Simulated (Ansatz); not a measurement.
# Ir4W (R-3m) in Ansatz: further runs

One crystal, Ir4W, is run at these levels: LDA, PBE, PBEsol, RPBE, revPBE; tasks: band structure.

Everything below comes from runs of Ansatz 0.2.0. Logs are shortened: lines on timing, memory, paths and dates and some standing lists are left out, and cuts for length are marked.

### Step 1. Starting point

The structure is trigonal, space group R-3m (No. 166). The conventional cell has a = 2.756 Å, b = 2.756 Å, c = 33.932 Å, α = 90.00°, β = 90.00°, γ = 120.00°. Around Ir (site symmetry 3m) lie 9 Ir at 2.76 to 2.80 Å and 3 W at 2.76 Å. Around Ir (site symmetry 3m) lie 12 Ir at 2.72 to 2.80 Å. Around W (site symmetry -3m) lie 6 W at 2.76 Å and 6 Ir at 2.76 Å.

The cell comes from a database or a generator and needn't be the stable form of this composition.

### Step 2. Band structure, LDA

input.yaml

```yaml
crystal:
  lattice:
    - [1.3778399727, 0.7954962791, 11.3105617925]
    - [-1.3778399727, 0.7954962791, 11.3105617925]
    - [0.0, -1.5909925582, 11.3105617925]
  atoms:
    - { symbol: Ir, position: [0.399668, 0.399668, 0.399668] }
    - { symbol: Ir, position: [0.800809, 0.800809, 0.800809] }
    - { symbol: Ir, position: [0.199191, 0.199191, 0.199191] }
    - { symbol: Ir, position: [0.600332, 0.600332, 0.600332] }
    - { symbol: W, position: [0.0, 0.0, 0.0] }
hamiltonian:
  xc: lda
  pseudopotentials: { kind: paw }
kpoints:
  mp_grid: { grid: [11, 11, 11] }
  band_path:
    path:
      - [[0.0, 0.0, 0.0], [0.5, 0.0, 0.0], [0.5, 0.1699644088, -0.1699644088]]
      - [[0.8300355912, 0.5, 0.1699644088], [0.5, 0.5, 0.5], [0.0, 0.0, 0.0], [0.3349822044, 0.0, -0.3349822044]]
      - [[0.6650177956, 0.3349822044, 0.0], [0.5, 0.5, 0.0], [0.6650177956, 0.6650177956, 0.1699644088], [0.5, 0.5, 0.5]]
      - [[0.5, 0.0, 0.0], [0.8300355912, 0.3349822044, 0.3349822044]]
    npoints: 14
scf:
  occupations: { method: fermi_dirac, width: 0.05 }
  n_extra_bands: 12
output:
  forces: true
  stress: true
  eigenvalues: true
  fatbands: true
```

Potentials or basis: Ansatz PAW.

On the command line:

```console
ansatz run input.yaml --threads 2 --pin off --max-ram 5632MiB --backend cpu --events-out ev --progress --plain --runs-dir out
```

What it wrote:

```text
Warning: RAYON_NUM_THREADS=2 ignored (pool sized by the plan → 2); use --threads N
basis.fft_grid_basis auto: the FFT boxes are laid along the combinations [[1, 0, -1], [0, 1, -1], [0, 0, 1]] of the cell's own vectors, 2.756, 2.756 and 11.422 Å long. The dense box has 20×20×80 points. Along the cell's own vectors, as sized, it would have 80×80×80, 16.00 times as many. Of the 12 symmetry operations that the crystal satisfies within crystal.symmetry.tolerance (time reversal apart; of a slab, those that keep its plane) the dense box along the cell's own vectors carries 12, and the one as laid loses 8 of those. basis.fft_grid_basis: typed keeps the cell's own vectors: state it where this run's energies or levels are differenced outside the engine with another run's, or held beside a run that keeps those vectors.
scf.n_extra_bands = 12 over 41 filled bands (N_el = 82.0): the run solves 53 bands
Engine: ansatz 0.2.0, x86_64-unknown-linux-gnu
Pseudopotentials: kind: paw
Pseudopotential: Ir, paw, valence charge 17, recommended cutoff 420 eV (normal), Ir.paw.azcp
Pseudopotential: W, paw, valence charge 14, recommended cutoff 420 eV (normal), W.paw.azcp
Functional definition: SPW92
  exchange = slater_x
  correlation = pw_c
Crystal: 5 atoms, lattice volume = 74.383 Å³
Basis set: ecut = 420 eV, 1453 PW (Γ), FFT grids on a1−a3, a2−a3, a3
Bands: 53, of which v1, the nominal top of the filled ones, is band 41 counted from 1 (40 counted from 0)
Symmetry: 12 space group operations
Space group: R-3m (ITA 166), of the structure as read, at distance tolerance 4.2e-5 Å
k-points: 146 of 1331
Non-local potential: Ir, projectors of the file, l = 0: 3, l = 1: 2, l = 2: 2, l = 3: 1
Non-local potential: W, projectors of the file, l = 0: 3, l = 1: 2, l = 2: 2, l = 3: 1
PAW form: soft (Blöchl's): semilocal exchange-correlation on the pseudo side does not see the compensation charge
PAW frozen core: Ir, regenerated for the run's functional, and the local potential with it (the file was generated under x = pbe(κ = 0.804, μ = 0.2195149727645171), c = pbe(β = 0.06672455060314922))
PAW frozen core: W, regenerated for the run's functional, and the local potential with it (the file was generated under x = pbe(κ = 0.804, μ = 0.2195149727645171), c = pbe(β = 0.06672455060314922))
PAW one-centre angular grid: Ir, 590 points (default); XC on 64 Gauss nodes
PAW one-centre angular grid: W, 590 points (default); XC on 64 Gauss nodes
Initial density: superposition of atomic densities (neutral atoms: chi_scale 0, normalization atom), corrected by the library's trained network
Initial wavefunctions: pseudopotential atomic-orbital guess
Functional: x = slater, c = lda
SCF iter   1: F=—  HF=-56783.476483 eV  |F-HF|=—  |Δ(HF+E_count)|=         —  Δρ=1.05e-2  dr2=3.06e-1  ethr=1.77e-3  ⟨swp⟩=6.1  Hψ=26034  notcnv=0  defer=149
preconditioner: auto → Kerker (q_TF=auto, 2.773 Å⁻¹)  [metal: Δε(μ)=0.001 eV  Ē_g=8.121 eV  σ=0.050 eV  W_gap=0.00  n_scr=26 (ndim 8)  ℏωp=27.9 eV  f_vac=0.000  D(μ)=6.17/eV (n_scr^D=72)]
SCF iter   2: F=—  HF=-56783.470868 eV  |F-HF|=—  |Δ(HF+E_count)|=   5.62e-3  Δρ=5.64e-3  dr2=9.97e-2  ethr=3.73e-4  ⟨swp⟩=1.1  Hψ=8926  notcnv=0  defer=204
SCF iter   3: F=—  HF=-56783.467597 eV  |F-HF|=—  |Δ(HF+E_count)|=   3.27e-3  Δρ=5.50e-4  dr2=2.21e-3  ethr=1.22e-4  ⟨swp⟩=1.0  Hψ=7288  notcnv=0  defer=242
SCF iter   4: F=—  HF=-56783.467495 eV  |F-HF|=—  |Δ(HF+E_count)|=   1.02e-4  Δρ=1.63e-4  dr2=1.89e-4  ethr=2.70e-6  ⟨swp⟩=1.0  Hψ=7288  notcnv=0  defer=242
SCF iter   5: F=—  HF=-56783.467484 eV  |F-HF|=—  |Δ(HF+E_count)|=   1.10e-5  Δρ=4.47e-5  dr2=5.55e-6  ethr=2.31e-7  ⟨swp⟩=1.0  Hψ=7290  notcnv=0  defer=242
SCF iter   6: F=—  HF=-56783.467479 eV  |F-HF|=—  |Δ(HF+E_count)|=   5.43e-6  Δρ=9.43e-6  dr2=1.17e-7  ethr=6.76e-9  ⟨swp⟩=2.1  Hψ=9692  notcnv=0  defer=242
SCF iter   7: F=-56783.467479 eV  HF=-56783.467479 eV  |F-HF|=2.13e-9  |Δ(HF+E_count)|=   7.77e-9  Δρ=1.72e-6  dr2=3.41e-9  ethr=1.22e-10  ⟨swp⟩=9.5  Hψ=26982  notcnv=0
SCF 1 converged in 7 iterations: F = -56783.467479 eV  dr2 = 3.41e-9
NSCF: frozen V_eff on 130 k-points
SCF converged after 7 iterations
Free energy (F): -56783.467479 eV
Harris-Foulkes:  -56783.467479 eV  (|F-HF|=2.13e-9)
Internal energy: -56783.416920 eV  (E = F + TS)
E sigma→0 (E₀):  -56783.442199 eV
Entropy (-TS):   -0.050558 eV (-10.112 meV/atom)
Fermi energy:    23.819026 eV
--- Per-component energies (eV) ---
  E_band       = -510.959106
  E_kinetic    = 2939.243262
  E_local      = -5266.948316  (includes V_loc(G=0)·N_el)
  E_nonlocal   = 324.926978
  E_hartree    = 2005.249150
  E_xc         = -1329.186045
  E_vxc        = -1436.473106  (∫ρ·V_xc dr)
  E_paw        = -44121.961322  (= ΣΔE_a)
  E_vpaw       = -1082.206989  (= ΣTr[D̂ρ^β])
  E_aug_tail   = 0.000118  (compensation charges beyond the density's cutoff)
  E_ewald      = -11336.670307
  E_core_change = 1.929562  (= ΣΔE_core)
  E_smearing   = -0.050558  (= −TS)
  E_closure    = 0.000000  (closes the sum)
  Σ components = -56783.467479   (vs F -56783.467479, Δ=0.00e0)
--- Forces (eV/Å), atoms counted from 1 ---
  atom   1  Ir     0.00000000     0.00000000    -0.05973908
  atom   2  Ir     0.00000000    -0.00000000     0.05977186
  atom   3  Ir     0.00000000     0.00000000    -0.05977186
  atom   4  Ir     0.00000000    -0.00000000     0.05973908
  atom   5  W     -0.00000000     0.00000000     0.00000000
  max |Σ_I F_I| component: 2.31e-18 eV/Å
--- Stress (GPa, compression-positive) ---
      -17.091001       0.000000       0.000000
        0.000000     -17.091001       0.000000
        0.000000       0.000000     -18.134872
  P = ⅓ Tr σ = -17.4390 GPa (-174.390 kbar)
--- Band table (eV; the first three rows and the last of 146) ---
  k-point 0: bands = ["-68.9412", "-68.9098", "-68.8031", "-68.8028", "-50.1560", "-25.9705", "-25.7124", "-25.5261", "-25.4748", "-25.4748", "-25.4201", "-25.4201", "-25.4126", "-25.3444", "-25.3444", "-25.3421", "-25.3421", "-14.5287", "-13.7520", "-13.7520", "13.3461", "14.8350", "14.9817", "16.2048", "16.6883", "19.6543", "20.0048", "20.2683", "20.2683", "20.3586", "20.3586", "20.5112", "20.5112", "20.7034", "20.7034", "21.0064", "22.1840", "22.1840", "22.2185", "22.3615", "22.7665", "22.7665", "22.8015", "22.8015", "24.1739", "24.1739", "24.2724", "24.2724", "27.0591", "27.0591", "32.4633", "33.6254", "37.2297"]
  k-point 1: bands = ["-68.9378", "-68.9075", "-68.8003", "-68.8001", "-50.1473", "-25.9575", "-25.7113", "-25.5386", "-25.5088", "-25.4870", "-25.4479", "-25.4292", "-25.4241", "-25.3842", "-25.3758", "-25.3542", "-25.3514", "-14.5145", "-13.8548", "-13.7754", "13.6647", "15.0948", "15.3130", "16.5001", "17.0028", "19.4348", "19.8111", "20.0329", "20.2113", "20.3894", "20.5073", "20.5273", "20.6141", "20.7590", "20.9396", "20.9969", "21.4776", "21.6748", "22.1436", "22.2471", "22.3549", "22.6475", "23.1519", "23.1574", "24.1166", "24.2032", "24.4311", "25.2354", "27.0487", "27.4075", "32.5066", "33.6438", "37.9045"]
  k-point 2: bands = ["-68.9285", "-68.9014", "-68.7929", "-68.7927", "-50.1237", "-25.9237", "-25.7283", "-25.6179", "-25.5766", "-25.5191", "-25.5077", "-25.4953", "-25.4732", "-25.4540", "-25.4112", "-25.3804", "-25.3763", "-14.4764", "-14.1242", "-13.8375", "14.5476", "15.7759", "16.1195", "17.2217", "17.7665", "18.8847", "19.4710", "19.5349", "19.7838", "19.9714", "20.2969", "20.6406", "20.8172", "20.8763", "21.1820", "21.3826", "21.4540", "21.5238", "21.6966", "21.9401", "22.5781", "22.9896", "23.0206", "23.3298", "24.0749", "24.5319", "25.0526", "26.8190", "26.9940", "28.0968", "32.4201", "33.9426", "38.2511"]
  k-point 145: bands = ["-68.9378", "-68.9075", "-68.8003", "-68.8001", "-50.1473", "-25.9583", "-25.7077", "-25.5440", "-25.5089", "-25.4870", "-25.4484", "-25.4292", "-25.4209", "-25.3844", "-25.3757", "-25.3542", "-25.3515", "-14.5145", "-13.8548", "-13.7754", "13.9369", "14.2645", "16.1712", "16.3398", "16.9641", "19.6510", "19.9018", "19.9830", "20.0338", "20.2376", "20.4656", "20.4888", "20.5675", "20.5983", "20.8130", "20.8525", "21.4902", "21.7426", "22.0515", "22.4566", "22.6852", "22.6969", "23.0909", "23.6215", "23.8719", "23.9229", "24.5517", "25.2051", "27.0552", "27.6550", "31.1390", "35.6984", "36.8353"]
```

Run time: 12 s. Hardware: 2 threads of Intel Xeon 6975P-C (Granite Rapids), shared host; peak memory 0.69 GiB.

What came out:

```yaml
Free_energy: -56783.4675 eV
Pressure: -17.4 GPa
Largest_force: 0.060 eV/Å
Band_gap_on_the_k_mesh: none (metal or under the smearing width)
```

Forces in eV/Å, atoms in the order of the input:
```
Ir   0.000  0.000 -0.060
Ir   0.000  0.000  0.060
Ir   0.000  0.000 -0.060
Ir   0.000  0.000  0.060
W    0.000  0.000  0.000
```

Stress tensor (GPa, compression positive):
```
-17.09   0.00   0.00
  0.00 -17.09   0.00
  0.00   0.00 -18.13
```

Levels at the corners of the path, in eV from the Fermi level:
```csv
point,band 36,band 37,band 38,band 39,band 40,band 41,band 42,band 43,band 44,band 45
Γ,-2.81,-1.64,-1.64,-1.60,-1.46,-1.05,-1.05,-1.02,-1.02,0.35
L,-0.51,-0.27,0.10,0.33,0.92,1.04,1.11,1.24,1.48,2.58
B1,-1.71,-1.61,-1.37,-0.21,-0.15,0.42,0.49,1.05,1.22,2.95
B,-1.71,-1.61,-1.37,-0.21,-0.15,0.42,0.49,1.05,1.22,2.95
Z,-3.22,-2.29,-1.75,-1.75,-1.15,-1.15,-0.50,-0.50,-0.34,-0.13
Γ,-2.81,-1.64,-1.64,-1.60,-1.46,-1.05,-1.05,-1.02,-1.02,0.35
X,-1.71,-1.61,-1.37,-0.20,-0.15,0.42,0.48,1.05,1.22,2.95
Q,-1.71,-1.61,-1.37,-0.20,-0.15,0.42,0.48,1.05,1.22,2.95
F,-1.37,-1.11,-0.12,0.92,1.04,1.13,1.18,1.90,2.01,2.49
P1,-1.28,-1.00,0.02,0.92,1.04,1.12,1.20,1.39,1.93,2.64
Z,-3.22,-2.29,-1.75,-1.75,-1.15,-1.15,-0.50,-0.50,-0.34,-0.13
L,-0.51,-0.27,0.10,0.33,0.92,1.04,1.11,1.24,1.48,2.58
P,-1.28,-1.00,0.02,0.92,1.04,1.12,1.20,1.39,1.93,2.64
```

Caveat: spin-orbit coupling is left out, which moves the levels of the heavy elements; the PAW data sets come from PBE, with cores solved anew for the run's functional, which leaves a small shift of forces and pressure.

### Step 3. Band structure, PBE

Changes to input.yaml since step 2:

```diff
@@ -12,3 +12,3 @@
 hamiltonian:
-  xc: lda
+  xc: pbe
   pseudopotentials: { kind: paw }
@@ -30,2 +30,2 @@
   eigenvalues: true
-  fatbands: true
+  fatbands: false
```

Potentials or basis: Ansatz PAW.

On the command line:

```console
ansatz run input.yaml --threads 2 --pin off --max-ram 5632MiB --backend cpu --events-out ev --progress --plain --runs-dir out
```

It took 11 s on 2 threads of Intel Xeon 6975P-C (Granite Rapids), shared host; peak memory 0.71 GiB.

It converged, with:

```
Free energy            : -58126.3019 eV
Pressure               : -1.4 GPa
Largest force          : 0.022 eV/Å
Band gap on the k mesh : none (metal or under the smearing width)
```

Forces in eV/Å, atoms in the order of the input:
```
Ir   0.000  0.000 -0.022
Ir   0.000  0.000 -0.014
Ir   0.000  0.000  0.014
Ir   0.000  0.000  0.022
W    0.000  0.000  0.000
```

Stress tensor (GPa, compression positive):
```
-1.01  0.00  0.00
 0.00 -1.01  0.00
 0.00  0.00 -2.18
```

Levels at the corners of the path, in eV from the Fermi level:
```
point  band 38  band 39  band 40  band 41  band 42  band 43
    Γ    -1.64    -1.64    -1.47    -1.06    -1.06    -1.03
    L     0.10     0.31     0.91     1.04     1.10     1.24
   B1    -1.39    -0.21    -0.15     0.42     0.50     1.06
    B    -1.39    -0.21    -0.15     0.42     0.50     1.06
    Z    -1.76    -1.76    -1.16    -1.16    -0.51    -0.51
    Γ    -1.64    -1.64    -1.47    -1.06    -1.06    -1.03
    X    -1.39    -0.20    -0.15     0.42     0.48     1.07
    Q    -1.39    -0.20    -0.15     0.42     0.48     1.07
    F    -0.12     0.91     1.04     1.13     1.18     1.87
   P1     0.01     0.91     1.04     1.12     1.20     1.38
    Z    -1.76    -1.76    -1.16    -1.16    -0.51    -0.51
    L     0.10     0.31     0.91     1.04     1.10     1.24
    P     0.01     0.91     1.04     1.12     1.20     1.38
```

Caveat: spin-orbit coupling is left out, which moves the levels of the heavy elements.

### Step 4. Band structure, PBEsol

Changes to input.yaml since step 3:

```diff
@@ -12,3 +12,3 @@
 hamiltonian:
-  xc: pbe
+  xc: pbesol
   pseudopotentials: { kind: paw }
@@ -31 +31,5 @@
   fatbands: false
+  write_density: true
+  write_potential: true
+  elf: true
+  volumetric_format: npy
```

On the command line:

```console
ansatz run input.yaml --threads 2 --pin off --max-ram 5632MiB --backend cpu --events-out ev --progress --plain --runs-dir out
```

Run time: 13 s. Hardware: 2 threads of Intel Xeon 6975P-C (Granite Rapids), shared host; peak memory 0.8 GiB.

The run converged. Its results:

```yaml
Free_energy: -57452.8453 eV
Pressure: -11.9 GPa
Largest_force: 0.033 eV/Å
Band_gap_on_the_k_mesh: none (metal or under the smearing width)
```

Forces in eV/Å, atoms in the order of the input:
```
Ir   0.000  0.000 -0.025
Ir   0.000  0.000  0.033
Ir   0.000  0.000 -0.033
Ir   0.000  0.000  0.025
W    0.000  0.000  0.000
```

Stress tensor (GPa, compression positive):
```
-11.56   0.00   0.00
  0.00 -11.56   0.00
  0.00   0.00 -12.70
```

Levels at the corners of the path, in eV from the Fermi level:
| point | band 37 | band 38 | band 39 | band 40 | band 41 | band 42 | band 43 | band 44 |
| --- | --- | --- | --- | --- | --- | --- | --- | --- |
| Γ | -1.66 | -1.63 | -1.63 | -1.50 | -1.06 | -1.06 | -1.02 | -1.02 |
| L | -0.34 | 0.07 | 0.33 | 0.92 | 1.05 | 1.11 | 1.24 | 1.48 |
| B1 | -1.61 | -1.38 | -0.21 | -0.15 | 0.42 | 0.50 | 1.06 | 1.24 |
| B | -1.61 | -1.38 | -0.21 | -0.15 | 0.42 | 0.50 | 1.06 | 1.24 |
| Z | -2.30 | -1.75 | -1.75 | -1.16 | -1.16 | -0.50 | -0.50 | -0.43 |
| Γ | -1.66 | -1.63 | -1.63 | -1.50 | -1.06 | -1.06 | -1.02 | -1.02 |
| X | -1.62 | -1.38 | -0.20 | -0.15 | 0.42 | 0.48 | 1.07 | 1.23 |
| Q | -1.62 | -1.38 | -0.20 | -0.15 | 0.42 | 0.48 | 1.07 | 1.23 |
| F | -1.11 | -0.12 | 0.92 | 1.04 | 1.13 | 1.19 | 1.85 | 2.02 |
| P1 | -1.06 | 0.02 | 0.92 | 1.04 | 1.13 | 1.20 | 1.36 | 1.92 |
| Z | -2.30 | -1.75 | -1.75 | -1.16 | -1.16 | -0.50 | -0.50 | -0.43 |
| L | -0.34 | 0.07 | 0.33 | 0.92 | 1.05 | 1.11 | 1.24 | 1.48 |
| P | -1.06 | 0.02 | 0.92 | 1.04 | 1.13 | 1.20 | 1.36 | 1.92 |

Caveat: spin-orbit coupling is left out, which moves the levels of the heavy elements; the PAW data sets come from PBE, with cores solved anew for the run's functional, which leaves a small shift of forces and pressure.

### Step 5. Band structure, RPBE

Changes to input.yaml since step 4:

```diff
@@ -12,3 +12,3 @@
 hamiltonian:
-  xc: pbesol
+  xc: rpbe
   pseudopotentials: { kind: paw }
@@ -31,5 +31 @@
   fatbands: false
-  write_density: true
-  write_potential: true
-  elf: true
-  volumetric_format: npy
```

On the command line:

```console
ansatz run input.yaml --threads 2 --pin off --max-ram 5632MiB --backend cpu --events-out ev --progress --plain --runs-dir out
```

It took 9.7 s on 2 threads of Intel Xeon 6975P-C (Granite Rapids), shared host; peak memory 0.7 GiB.

Results (log left out):

| Quantity | Value |
| --- | --- |
| Free energy | -58192.8027 eV |
| Pressure | 2.6 GPa |
| Largest force | 0.026 eV/Å |
| Band gap on the k mesh | none (metal or under the smearing width) |

Forces in eV/Å, atoms in the order of the input:
```
Ir   0.000  0.000 -0.018
Ir   0.000  0.000 -0.026
Ir   0.000  0.000  0.026
Ir   0.000  0.000  0.018
W    0.000  0.000  0.000
```

Stress tensor (GPa, compression positive):
```
3.02 0.00 0.00
0.00 3.02 0.00
0.00 0.00 1.82
```

Levels at the corners of the path, in eV from the Fermi level:
| point | band 37 | band 38 | band 39 | band 40 | band 41 | band 42 | band 43 | band 44 |
| --- | --- | --- | --- | --- | --- | --- | --- | --- |
| Γ | -1.66 | -1.64 | -1.64 | -1.47 | -1.07 | -1.07 | -1.03 | -1.03 |
| L | -0.33 | 0.10 | 0.31 | 0.91 | 1.04 | 1.10 | 1.24 | 1.48 |
| B1 | -1.62 | -1.39 | -0.21 | -0.15 | 0.42 | 0.50 | 1.07 | 1.24 |
| B | -1.62 | -1.39 | -0.21 | -0.15 | 0.42 | 0.50 | 1.07 | 1.24 |
| Z | -2.29 | -1.76 | -1.76 | -1.17 | -1.17 | -0.51 | -0.51 | -0.41 |
| Γ | -1.66 | -1.64 | -1.64 | -1.47 | -1.07 | -1.07 | -1.03 | -1.03 |
| X | -1.62 | -1.39 | -0.20 | -0.15 | 0.42 | 0.48 | 1.07 | 1.24 |
| Q | -1.62 | -1.39 | -0.20 | -0.15 | 0.42 | 0.48 | 1.07 | 1.24 |
| F | -1.12 | -0.13 | 0.91 | 1.04 | 1.12 | 1.18 | 1.87 | 2.02 |
| P1 | -1.03 | 0.01 | 0.91 | 1.03 | 1.12 | 1.19 | 1.38 | 1.92 |
| Z | -2.29 | -1.76 | -1.76 | -1.17 | -1.17 | -0.51 | -0.51 | -0.41 |
| L | -0.33 | 0.10 | 0.31 | 0.91 | 1.04 | 1.10 | 1.24 | 1.48 |
| P | -1.03 | 0.01 | 0.91 | 1.03 | 1.12 | 1.19 | 1.38 | 1.92 |

Caveat: spin-orbit coupling is left out, which moves the levels of the heavy elements; the PAW data sets come from PBE, with cores solved anew for the run's functional, which leaves a small shift of forces and pressure.

[end of part 1 of 2]
